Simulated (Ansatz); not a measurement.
# InNH2F2 (SMILES [NH2][In]([F])[F]): BLYP/def2-SVPD (core potential)

Aim: the electronic atomisation energy of InNH2F2 at BLYP/def2-SVPD (core potential), from 5 runs. 

The calculation is run with Ansatz 0.2.0.

31 further runs of the same task are left out: 31 set aside as unsound or not needed.

### 1 The molecule

InNH2F2 has 6 atoms, charge 0, and is taken as a singlet. As SMILES, `[NH2][In]([F])[F]`. Geometry: relaxed at PBE0-D4/def2-TZVP.

Bond lengths: N1–In2 1.998 Å, In2–F3 1.935 Å, In2–F4 1.935 Å, N1–H5 1.011 Å, N1–H6 1.011 Å. Angles: N1–In2–F3 124.1°, N1–In2–F4 124.1°, F3–In2–F4 111.4°, In2–N1–H5 114.2°, In2–N1–H6 114.2°, H5–N1–H6 109.1°.

### 2 The energy at BLYP/def2-SVPD (core potential)

Contents of input.yaml:

```yaml
crystal:
  periodic: [false, false, false]
  atoms:
    - {symbol: N, position_ang: [-0.259900, 1.155100, -0.280600]}
    - {symbol: In, position_ang: [0.271400, -0.745700, 0.029100]}
    - {symbol: F, position_ang: [1.862900, -1.284900, 0.989000]}
    - {symbol: F, position_ang: [-0.617400, -2.265700, -0.773500]}
    - {symbol: H, position_ang: [0.031700, 1.791300, 0.449400]}
    - {symbol: H, position_ang: [-1.246600, 1.285900, -0.459500]}
basis:
  gaussian: {orbitals: def2-SVPD}
hamiltonian: {xc: {name: BLYP}}
accuracy: high
output: {orbitals: {seedname: orbitals}}
```

Command:

```bash
$ ansatz run input.yaml --threads 1 --pin off --max-ram 3480MiB --events-out events.jsonl --progress --plain --runs-dir runs
```

What it wrote:

```text
Warning: RAYON_NUM_THREADS=1 ignored (pool sized by the plan → 1); use --threads N
Functional definition: BLYP
  name "BLYP"
  parameter beta = 0.0042
  parameter a = 0.04918
  parameter b = 0.132
  parameter c = 0.2533
  parameter d = 0.349
  exchange = b88_x(beta = beta)
  correlation = lyp_c(a = a, b = b, c = c, d = d)
2460 factors; integrals over basis functions are off by at most 3.6e-9 eV
mean field evaluation 1: about -12108.9165 eV, gradient 9.1e1 eV
mean field evaluation 2: about -12016.2544 eV, gradient 2.1e2 eV
mean field evaluation 4: about -12124.6335 eV, gradient 1.2e1 eV
mean field evaluation 8: about -12124.8872 eV, gradient 6.9e-1 eV
mean field evaluation 16: about -12124.8881 eV, gradient 2.3e-5 eV
mean field -12124.88806684 eV, -445.5814179121 hartree, gradient 1.6e-8 eV, S^2 0.000000; 0 other end points of the search recorded, 0 dependent functions left out
reference -12124.88812305 eV, -445.5814199778 hartree; 24, 24 occupied and 90, 90 virtual orbitals, 2460 factors
Total energy: -12124.88812305 eV, -445.5814199778 hartree
```

Wall time 11 s (1 thread of Arm Neoverse V1, shared host); peak memory 0.34 GiB.

### 3 The F atom

Contents of input.yaml:

```yaml
crystal:
  periodic: [false, false, false]
  atoms:
    - symbol: F
      position_ang: [0.000000, 0.000000, 0.000000]
basis:
  gaussian:
    orbitals: def2-SVPD
magnetization:
  spin_polarized: true
  initial_magnetization: 1
hamiltonian:
  xc: {name: BLYP}
accuracy: high
```

Run the same way, it converges to -99.64446 Eh (log not shown).

### 4 The H atom

Contents of run.yaml:

```yaml
crystal:
  periodic: [false, false, false]
  atoms:
    - {symbol: H, position_ang: [0.000000, 0.000000, 0.000000]}
basis:
  gaussian:
    orbitals: def2-SVPD
magnetization:
  spin_polarized: true
  initial_magnetization: 1
hamiltonian:
  xc: {name: BLYP}
accuracy: high
```

Run the same way, it converges to -0.49640 Eh (log not shown).

### 5 The In atom, same level

Contents of in.yaml:

```yaml
crystal:
  periodic: [false, false, false]
  atoms:
    - symbol: In
      position_ang: [0.000000, 0.000000, 0.000000]
basis:
  gaussian:
    orbitals: def2-SVPD
magnetization:
  spin_polarized: true
  initial_magnetization: 1
accuracy: high
hamiltonian:
  xc: {name: BLYP}
```

Run the same way, it converges to -190.07526 Eh (log not shown).

### 6 The N atom

Contents of molecule.yaml:

```yaml
basis:
  gaussian:
    orbitals: def2-SVPD
crystal:
  periodic: [false, false, false]
  atoms:
    - symbol: N
      position_ang: [0.000000, 0.000000, 0.000000]
magnetization:
  spin_polarized: true
  initial_magnetization: 3
hamiltonian:
  xc: {name: BLYP}
accuracy: high
```

Run the same way, it converges to -54.52339 Eh (log not shown).

### 7 Results

At BLYP/def2-SVPD (core potential):

| quantity | value |
| --- | --- |
| molecule: total energy | -445.58142 Eh |
| molecule: HOMO energy | -7.03 eV |
| molecule: LUMO energy | -3.33 eV |
| molecule: HOMO–LUMO gap | 3.70 eV |
| F atom: total energy | -99.64446 Eh |
| F atom: ⟨S²⟩ | 0.751 |
| H atom: total energy | -0.49640 Eh |
| H atom: ⟨S²⟩ | 0.750 |
| In atom: total energy | -190.07526 Eh |
| In atom: ⟨S²⟩ | 0.751 |
| N atom: total energy | -54.52339 Eh |
| N atom: ⟨S²⟩ | 3.753 |
| electronic atomisation energy | 19.076 eV |

**Reading.** Taking the molecule apart into free atoms costs 19.08 eV (1841 kJ/mol), before zero-point energy and without spin-orbit coupling.
